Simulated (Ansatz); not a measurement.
# Sn: the cost of one run

Method: DFT PBEsol+D3(BJ), scalar-relativistic, plane waves, PAW, in Ansatz 0.2.0.

## 1. The system as given

It takes space group Immm (No. 71, orthorhombic). Conventional cell: a = 3.453 Å, b = 3.551 Å, c = 4.677 Å, α = 90.00°, β = 90.00°, γ = 90.00°. Sn (site symmetry mmm) has 12 Sn at 3.41 to 3.55 Å in its first shell of neighbours.

Structure file:

```
Sn
1.0
    -1.72654    1.77555    2.33834
     1.72654   -1.77555    2.33834
     1.72654    1.77555   -2.33834
Sn
1
Direct
  0.00000 0.00000 0.00000
```

It goes back to an entry of the Materials Project, which need not be the stable form.

The cell is taken as given, not relaxed at this level.

## 2. The undisturbed cell

Input file input.yaml:

```yaml
crystal:
  lattice:
    - [-1.726539, 1.775547, 2.338342]
    - [1.726539, -1.775547, 2.338342]
    - [1.726539, 1.775547, -2.338342]
  atoms:
    - { symbol: Sn, position: [0.0, 0.0, 0.0] }
basis:
  ecutwfc: 420
kpoints:
  mp_grid: { grid: [22, 22, 22] }
hamiltonian:
  xc: pbesol
  dispersion: d3bj
scf:
  occupations: { method: gaussian, width: 0.15 }
output:
  forces: true
  stress: true
  eigenvalues: true
```

Run with:

```sh
$ ansatz run input.yaml --threads 1 --pin off --max-ram 2560MiB --backend cpu --events-out ev --progress --plain --runs-dir out
```

Q: Estimate wall time and peak memory on 1 thread of Intel Xeon at 2.50GHz (Skylake/Cascade Lake), shared host.

About 53 s, with a peak of 0.74 GiB.
